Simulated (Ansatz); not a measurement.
# CH₇AsSi: geometry optimisation

Aim: relax CH₇AsSi at this level.

The runs use Ansatz 0.2.0; RKS r2SCAN-D4/def2-SVP.

1 further run of the same task is left out (set aside as unsound or not needed).

## Step 1: Starting geometry

SMILES `C[AsH][SiH3]`, 10 atoms, charge 0, spin multiplicity 1.

Atoms are counted from 1 here; the program's logs count them from 0.

Bond lengths: C1–As2 2.002 Å, C1–H4 1.107 Å, C1–H5 1.106 Å, C1–H6 1.107 Å, As2–Si3 2.387 Å, As2–H7 1.544 Å, Si3–H8 1.506 Å, Si3–H9 1.508 Å, Si3–H10 1.505 Å. Angles: As2–C1–H4 108.2°, As2–C1–H5 113.1°, As2–C1–H6 108.1°, H4–C1–H5 109.5°, H4–C1–H6 108.5°, H5–C1–H6 109.3°, C1–As2–Si3 95.6°, C1–As2–H7 95.7°, Si3–As2–H7 91.3°, As2–Si3–H8 108.3°, As2–Si3–H9 112.7°, As2–Si3–H10 109.8°, H8–Si3–H9 108.3°, H8–Si3–H10 108.6°, H9–Si3–H10 109.1°.

Geometry (Å):

```
C    -1.3734    0.6406   -0.6056
As    0.2254   -0.3476   -1.2947
Si    1.1479   -0.8235    0.8545
H    -1.8529    1.1589   -1.4579
H    -1.1235    1.3773    0.1801
H    -2.0880   -0.1008   -0.1993
H     1.1247    0.8991   -1.4425
H     0.3030   -1.8867    1.5063
H     1.1705    0.3830    1.7586
H     2.5493   -1.3514    0.7033
```

## Step 2: Relaxation

Contents of input.yaml:

```yaml
crystal:
  periodic: [false, false, false]
  atoms:
    - { symbol: C, position_ang: [-1.373354, 0.640604, -0.605613] }
    - { symbol: As, position_ang: [0.22538, -0.347611, -1.294675] }
    - { symbol: Si, position_ang: [1.147931, -0.823521, 0.854517] }
    - { symbol: H, position_ang: [-1.852924, 1.158876, -1.457887] }
    - { symbol: H, position_ang: [-1.123541, 1.377283, 0.180111] }
    - { symbol: H, position_ang: [-2.087961, -0.100849, -0.199286] }
    - { symbol: H, position_ang: [1.124681, 0.899089, -1.442489] }
    - { symbol: H, position_ang: [0.302975, -1.886673, 1.506275] }
    - { symbol: H, position_ang: [1.170523, 0.382968, 1.758559] }
    - { symbol: H, position_ang: [2.549291, -1.351365, 0.703288] }
basis:
  gaussian: { orbitals: def2-SVP }
hamiltonian:
  xc: r2scan
  dispersion: d4
output:
  forces: true
relax:
  f_tol: 0.003
  max_steps: 120
```

Run with:

```
ansatz run input.yaml --threads 1 --pin off --max-ram 2560MiB --backend cpu --events-out ev --progress --plain --runs-dir out
```

Log:

```text
Warning: RAYON_NUM_THREADS=1 ignored (pool sized by the plan → 1); use --threads N
The last accepted step is kept in <dir> (removed where the run ends without a failure and the disk answers)
Engine: ansatz 0.2.0, aarch64-unknown-linux-gnu
Functional definition: r2SCAN
  parameter k0 = 0.174
  parameter k1 = 0.065
  parameter a1 = 4.9479
  exchange = r2scan_x(k0 = k0, k1 = k1, a1 = a1)
  correlation = r2scan_c
1123 factors; their error is unknown
mean field evaluation 1: about -69852.8824 eV, gradient 4.4e1 eV
mean field evaluation 2: about -69846.4076 eV, gradient 6.2e1 eV
mean field evaluation 4: about -69857.7462 eV, gradient 1.9e0 eV
mean field evaluation 8: about -69857.7613 eV, gradient 3.7e-2 eV
mean field evaluation 16: about -69857.6827 eV, gradient 4.8e-5 eV
mean field -69857.68267766 eV, -2567.2224871660 hartree, gradient 7.0e-6 eV, S^2 0.000000; 0 other end points of the search recorded, 0 dependent functions left out
the calculation of the forces begins
reference -69857.68268761 eV, -2567.2224875317 hartree; 30, 30 occupied and 69, 69 virtual orbitals, 1123 factors
relax step   1: F+E_penalty+E_count = -69857.73121572 eV  Δ(F+E_penalty+E_count) = +0.000e0 eV  max|allowed force component| = 2.956e-1 eV/Å  Δτ_max = 0.0000 Å  (28 SCF iters, accepted)
these checks for a lower state are left out or cut short: starts, cluster_reference, orbital_swaps, neighbouring_geometries, increment
1123 factors; their error is unknown
mean field -69857.69303910 eV, -2567.2228679417 hartree, gradient 9.9e-6 eV, S^2 0.000000; 0 other end points of the search recorded, 0 dependent functions left out
the calculation of the forces begins
reference -69857.69304901 eV, -2567.2228683062 hartree; 30, 30 occupied and 69, 69 virtual orbitals, 1123 factors
relax step   2: F+E_penalty+E_count = -69857.74164420 eV  Δ(F+E_penalty+E_count) = -1.043e-2 eV  max|allowed force component| = 5.444e-2 eV/Å  Δτ_max = 0.0167 Å  (29 SCF iters, accepted)
these checks for a lower state are left out or cut short: starts, cluster_reference, orbital_swaps, neighbouring_geometries, increment
1123 factors; their error is unknown
mean field evaluation 32: about -69857.6934 eV, gradient 1.0e-5 eV
mean field -69857.69337483 eV, -2567.2228802798 hartree, gradient 1.0e-5 eV, S^2 0.000000; 0 other end points of the search recorded, 0 dependent functions left out
the calculation of the forces begins
reference -69857.69338474 eV, -2567.2228806439 hartree; 30, 30 occupied and 69, 69 virtual orbitals, 1123 factors
relax step   3: F+E_penalty+E_count = -69857.74201309 eV  Δ(F+E_penalty+E_count) = -3.689e-4 eV  max|allowed force component| = 3.126e-2 eV/Å  Δτ_max = 0.0104 Å  (29 SCF iters, accepted)
these checks for a lower state are left out or cut short: starts, cluster_reference, orbital_swaps, neighbouring_geometries, increment
1123 factors; their error is unknown
mean field -69857.69365508 eV, -2567.2228905789 hartree, gradient 1.0e-5 eV, S^2 0.000000; 0 other end points of the search recorded, 0 dependent functions left out
the calculation of the forces begins
reference -69857.69366500 eV, -2567.2228909431 hartree; 30, 30 occupied and 69, 69 virtual orbitals, 1123 factors
relax step   4: F+E_penalty+E_count = -69857.74226590 eV  Δ(F+E_penalty+E_count) = -2.528e-4 eV  max|allowed force component| = 7.387e-3 eV/Å  Δτ_max = 0.0077 Å  (31 SCF iters, accepted)
these checks for a lower state are left out or cut short: starts, cluster_reference, orbital_swaps, neighbouring_geometries, increment
1123 factors; their error is unknown
mean field -69857.69366578 eV, -2567.2228909718 hartree, gradient 1.5e-5 eV, S^2 0.000000; 0 other end points of the search recorded, 0 dependent functions left out
the calculation of the forces begins
reference -69857.69367569 eV, -2567.2228913361 hartree; 30, 30 occupied and 69, 69 virtual orbitals, 1123 factors
relax step   5: F+E_penalty+E_count = -69857.74227483 eV  Δ(F+E_penalty+E_count) = -8.926e-6 eV  max|allowed force component| = 2.989e-3 eV/Å  Δτ_max = 0.0009 Å  (20 SCF iters, accepted)
1123 factors; their error is unknown
mean field -69857.69366578 eV, -2567.2228909718 hartree, gradient 1.4e-5 eV, S^2 0.000000; 1 other end points of the search recorded, 0 dependent functions left out
the calculation of the forces begins
reference -69857.69367569 eV, -2567.2228913361 hartree; 30, 30 occupied and 69, 69 virtual orbitals, 1123 factors
Total energy: -69857.74228474 eV, -2567.2246776858 hartree
Atom 0 at    -1.365932     0.638176    -0.603596 Å, force     0.002989    -0.000370    -0.001854 eV/Å
Atom 1 at     0.226146    -0.343167    -1.279783 Å, force    -0.002723    -0.000642     0.002952 eV/Å
Atom 2 at     1.143792    -0.821697     0.852409 Å, force     0.000113     0.001507     0.000426 eV/Å
Atom 3 at    -1.841173     1.153357    -1.450832 Å, force    -0.000672     0.000493    -0.000746 eV/Å
Atom 4 at    -1.120752     1.371538     0.176847 Å, force    -0.000277     0.000717     0.000384 eV/Å
Atom 5 at    -2.079574    -0.095777    -0.201665 Å, force    -0.000639    -0.000308    -0.000055 eV/Å
Atom 6 at     1.113459     0.889939    -1.437154 Å, force     0.000718    -0.000272    -0.000906 eV/Å
Atom 7 at     0.306635    -1.878606     1.498719 Å, force     0.000224    -0.001230    -0.000603 eV/Å
Atom 8 at     1.164268     0.376286     1.749503 Å, force    -0.000120    -0.000516     0.001727 eV/Å
Atom 9 at     2.536131    -1.341247     0.698352 Å, force     0.000388     0.000621    -0.001326 eV/Å
Dipole moment:    -0.129424     0.155669     0.064516 e Å
```

It took 37 s on 1 thread of Arm Neoverse V2, shared host; peak memory 0.15 GiB.

The steps of the relaxation:

| step | energy from step 1 (eV) | largest force component (eV/Å) |
| --- | --- | --- |
| 1 | 0.0000 | 0.2956 |
| 2 | -0.0104 | 0.0544 |
| 3 | -0.0108 | 0.0313 |
| 4 | -0.0111 | 0.0074 |
| 5 | -0.0111 | 0.0030 |

Close pairs (by a distance rule), those that changed most:

| bond | before (Å) | after (Å) | change (Å) |
| --- | --- | --- | --- |
| As2–H7 | 1.544 | 1.527 | -0.017 |
| As2–Si3 | 2.387 | 2.370 | -0.017 |
| C1–As2 | 2.002 | 1.989 | -0.013 |
| Si3–H8 | 1.506 | 1.495 | -0.011 |
| Si3–H10 | 1.505 | 1.494 | -0.011 |
| Si3–H9 | 1.508 | 1.497 | -0.011 |
| C1–H6 | 1.107 | 1.100 | -0.007 |
| C1–H4 | 1.107 | 1.100 | -0.007 |

## Step 3: Results

| quantity | value |
| --- | --- |
| energy gained | 0.0111 eV |
| root mean square move | 0.012 Å |
| dipole moment | 1.02 D |

What this shows: Bond lengths: C1–As2 1.989 Å, C1–H4 1.100 Å, C1–H5 1.099 Å, C1–H6 1.100 Å, As2–Si3 2.370 Å, As2–H7 1.527 Å, Si3–H8 1.495 Å, Si3–H9 1.497 Å, Si3–H10 1.494 Å. Angles: As2–C1–H4 108.4°, As2–C1–H5 113.1°, As2–C1–H6 108.3°, H4–C1–H5 109.3°, H4–C1–H6 108.3°, H5–C1–H6 109.3°, C1–As2–Si3 96.0°, C1–As2–H7 95.8°, Si3–As2–H7 91.8°, As2–Si3–H8 108.3°, As2–Si3–H9 112.5°, As2–Si3–H10 109.8°, H8–Si3–H9 108.3°, H8–Si3–H10 108.7°, H9–Si3–H10 109.1°. No frequencies were computed here.
